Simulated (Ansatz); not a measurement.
# AlBGeH (quartet): wave-function methods side by side at distance Al1–H4 = 2.577 Å, cc-pVDZ

The task here is to estimate one member of a computed series from the others.

Method: cc-pVDZ, core rule «outside noble gas», up to 20 orbitals frozen; program: Ansatz 0.2.0, Gaussian basis.

Plan: UHF; CCSD(T) on ROHF; CCSD(T) on UHF; BCCD(T) on ROHF; CISD; CCSDT(Q) on ROHF; CCSDT(Q) on UHF; CASSCF and MRCISD+Q, 5 electrons in 5 orbitals; CASSCF and NEVPT2, 5 electrons in 5 orbitals.

20 further runs of the same task are left out: 2 for a mislabelled method, 14 that didn't finish, 4 set aside as unsound or not needed.

## The system

The geometry derives from a PBE0/def2-TZVP stationary point (not a proven minimum). One bond is set to the value named and the two fragments are kept rigid. No spin-orbit coupling is included. The filled d shell of Ge may be among the frozen orbitals whatever the setting's name suggests; the logs give the count.

4 atoms, charge 0, spin multiplicity 4.

Atoms are counted from 1 here; the program's logs count them from 0.

Bond lengths: Al1–Ge2 2.450 Å, Al1–B3 2.202 Å, Ge2–B3 2.069 Å. Angles: Ge2–Al1–B3 52.5°, Al1–Ge2–B3 57.6°, Al1–B3–Ge2 69.9°.

As a file:

```
Al    0.0000    0.2247    1.6971
Ge    0.0000    0.1400   -0.7512
B     0.0000   -1.5673    0.4178
H     0.0000    0.7026    4.2294
```

Set-up of the first run:

Input file in.yaml:

```yaml
crystal:
  periodic: [false, false, false]
  atoms:
    - {symbol: Al, position_ang: [0.000000, 0.224702, 1.697097]}
    - {symbol: Ge, position_ang: [0.000000, 0.140048, -0.751239]}
    - {symbol: B, position_ang: [0.000000, -1.567296, 0.417794]}
    - {symbol: H, position_ang: [0.000000, 0.702617, 4.229393]}
basis:
  gaussian: {orbitals: cc-pVDZ}
magnetization: {spin_polarized: true, initial_magnetization: 3}
hamiltonian: {xc: hf}
output: {orbitals: {seedname: orbitals}}
```

The run is started by

```
> ansatz run in.yaml --threads 1 --pin off --events-out ev --progress --plain --max-ram 2393MiB
```

Among the steps run: UHF; CCSD(T) on ROHF; CCSD(T) on UHF; BCCD(T) on ROHF; CISD; CCSDT(Q) on ROHF; CCSDT(Q) on UHF; CASSCF and MRCISD+Q, 5 electrons in 5 orbitals; CASSCF and NEVPT2, 5 electrons in 5 orbitals.

One table of the session follows, with a row left open; its other results are not shown here.

It belongs to the step «Misses and costs». 

```
       method  from RCCSDT(Q) (meV)
         ROHF               +6955.3
          UHF                     ?
         RMP2               +1719.4
         UMP2               +1706.9
         CISD               +1281.3
        RCCSD                +532.1
        UCCSD                +545.9
     RCCSD(T)                +118.8
     UCCSD(T)                +166.1
      BCCD(T)                +115.3
       RCCSDT                 +43.2
       UCCSDT                 +45.0
    RCCSDT(Q)                     0
    UCCSDT(Q)                  -2.9
  CASSCF pair               +5897.0
  NEVPT2 pair               +1352.6
  MRCISD pair                +965.5
MRCISD+Q pair                +210.3
```

**Question.** Estimate the row for UHF.

As computed: from RCCSDT(Q) (meV): +6287.4. In the column «from RCCSDT(Q) (meV)» it lies between CASSCF pair (+5897.0) and ROHF (+6955.3).

Caveats from the session: The determinant is far from a pure spin state, so its energy mixes those of several spin states (harmless only where they are near-degenerate, as at dissociation). Warnings: spin contamination; large T1 diagnostic. Restricted and unrestricted rows rest on different reference determinants; where their highest levels disagree by more than a few hundredths of an eV, they describe different states and don't form one ladder.
